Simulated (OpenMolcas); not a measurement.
# Au⁴⁺ among point charges: CASSCF and CASPT2 levels and susceptibility

How does a field of 6 point charges split the states of Au⁴⁺, and what χT follows?

Method: state-averaged CASSCF and CASPT2, spin-orbit coupling by RASSI with atomic mean-field integrals. Code: OpenMolcas 26.06.

## Step 1: The atom as given

```
Species                           : Au⁴⁺ (gold, Z = 79, 75 electrons)
Basis                             : ANO-RCC-VTZP [8s7p5d3f1g], 84 functions
Scalar Hamiltonian                : DKH2, point nucleus
Inactive shells                   : 1s 2s 2p 3s 3p 3d 4s 4p 4d 4f 5s 5p
Active space                      : 7 electrons in 5 orbitals (5d)
Some configurations of this space : 5d⁷
Orbitals                          : optimised for each spin and parity, averaged over all roots
```

The outer shells:

5d7
```
5d [↑↓][↑↓][↑ ][↑ ][↑ ]
```

The ion sits among 6 point charges of -1.36 e arranged as a trigonal antiprism (D3d), 2.18 Å from the ion, with a polar angle of 54.2° against the regular 54.74°.

The work runs as a chain of OpenMolcas steps in one folder; each step below is one input file. Labels, J, g values, rates, χT and fits are worked out afterwards by a script from the matrices that RASSI stores. The input lists half of the charges; inversion (Group=XYZ) makes the rest.

## Step 2: GATEWAY and SEWARD: basis and integrals

File a.inp:

```
&GATEWAY
Coord
1

Au 0.0 0.0 0.0
Basis=ANO-RCC-VTZP
Group=XYZ
NoMove
AngMom=0.0 0.0 0.0
AMFI
XField
3 Angstrom 0
0.000000 1.767858 1.275570 -1.360000
1.531010 -0.883929 1.275570 -1.360000
1.531010 0.883929 -1.275570 -1.360000
&SEWARD
```

Run with:

```
$ OMP_NUM_THREADS=1 MOLCAS_MEM=1689 MOLCAS_PROJECT=a pymolcas a.inp > a.log
```

## Step 3: CASSCF: quartets of even parity, 10 roots

File a.inp:

```
&RASSCF
FileOrb=start.orb
Symmetry=1
Spin=4
nActEl=7 0 0
Inactive=15 19
Ras2=5 0
CIRoot=10 10 1
SDav=10
CIMx=300
Iter=120 100
PrWF=0.3
OrbListing=Nothing
MaxOrb=0
>>> COPY $Project.JobIph JOB001
```

start.orb holds the contracted functions of the basis, ordered by shell, or the orbitals of the step before.

## Step 4: Reference wave functions, doublets of even parity, 40 roots

File a.inp:

```
&RASSCF
FileOrb=start.orb
Symmetry=1
Spin=2
nActEl=7 0 0
Inactive=15 19
Ras2=5 0
CIRoot=40 40 1
SDav=40
CIMx=300
Iter=120 100
PrWF=0.3
OrbListing=Nothing
MaxOrb=0
>>> COPY $Project.JobIph JOB002
```

## Step 5: RASSI: spin-orbit coupling between the states

File a.inp:

```
&RASSI
NrOfJobIphs=2 10 40
1 2 3 4 5 6 7 8 9 10
1 2 3 4 5 6 7 8 9 10 11 12 13 14 15 16 17 18 19 20 21 22 23 24 25 26 27
28 29 30 31 32 33 34 35 36 37 38 39 40
IphNames
JOB001
JOB002
EJob
SpinOrbit
DIPRint=1.0
SOCoupling=1000.0
Subsets=2
Property=9
'ANGMOM' 1 'ANGMOM' 2 'ANGMOM' 3 'MLTPL  1' 1 'MLTPL  1' 2 'MLTPL  1' 3
'AMFI' 1 'AMFI' 2 'AMFI' 3
SOProperty=3
'ANGMOM' 1 'ANGMOM' 2 'ANGMOM' 3
```

## Step 6: CASPT2: IPEA 0.25, imaginary shift 0.1 (closed shells correlated: 5s 5p)

File a.inp:

```
>>> COPY JOB001 $Project.JobIph
&CASPT2
Multistate=10 1 2 3 4 5 6 7 8 9 10
NoMult
Frozen=14 16
IPEA=0.25
Imaginary=0.1
MaxIter=60
WThr=0.0 0.3 0.05
PrWF=0.5
NoMix
>>> COPY JOB002 $Project.JobIph
&CASPT2
Multistate=40 1 2 3 4 5 6 7 8 9 10 11 12 13 14 15 16 17 18 19 20 21 22
23 24 25 26 27 28 29 30 31 32 33 34 35 36 37 38 39 40
NoMult
Frozen=14 16
IPEA=0.25
Imaginary=0.1
MaxIter=60
WThr=0.0 0.3 0.05
PrWF=0.5
NoMix
```

(Steps that only read results are left out.)

**Question.** What will these runs give? Wanted: spin-free ground state; first state of the same spin within the active space; lowest level; next level.

As calculated:

| quantity | value |
| --- | --- |
| method | SS-CASPT2, IPEA 0.25, imaginary shift 0.1 (closed shells correlated: 5s 5p) |
| spin-free ground state | 4E, 2-fold in its orbital part |
| first state of the same spin within the active space | 4A2 at 40.2 cm⁻¹ |
| lowest level | 2-fold E1/2, g = 4.66, 4.66, 5.19 |
| next level | 495.3 cm⁻¹ |
| χT at 300 K | 4.14 cm³ K/mol |
| effective moment at 300 K | 5.75 μB |

Cost by method:

| method | time of its own steps | time with the reference |
| --- | --- | --- |
| A. CASSCF | 9.9 s | 9.9 s |
| B. SS-CASPT2, IPEA 0.25, imaginary shift 0.1, +5s 5p | 7.6 s | 17 s |

Times are of one thread on a shared host.

The spin-free ground state (4E) comes to 99 % from free-ion F terms and keeps the highest spin of the shell. χT at 300 K is 4.14, against 1.88 cm³ K/mol for the spin alone, so orbital moment adds to it. An active space of the d shell alone favours high spin; real ions in strong fields can be low spin. CASPT2 does not keep the components of a term degenerate, and the means are used. The field of point charges can differ much from that of real complexes. With metal d orbitals alone active, the gaps between spin states are rough; where two lie within a few thousand cm-1, their order is open. Point charges carry no covalency, so the field is a model and not that of real ligands.
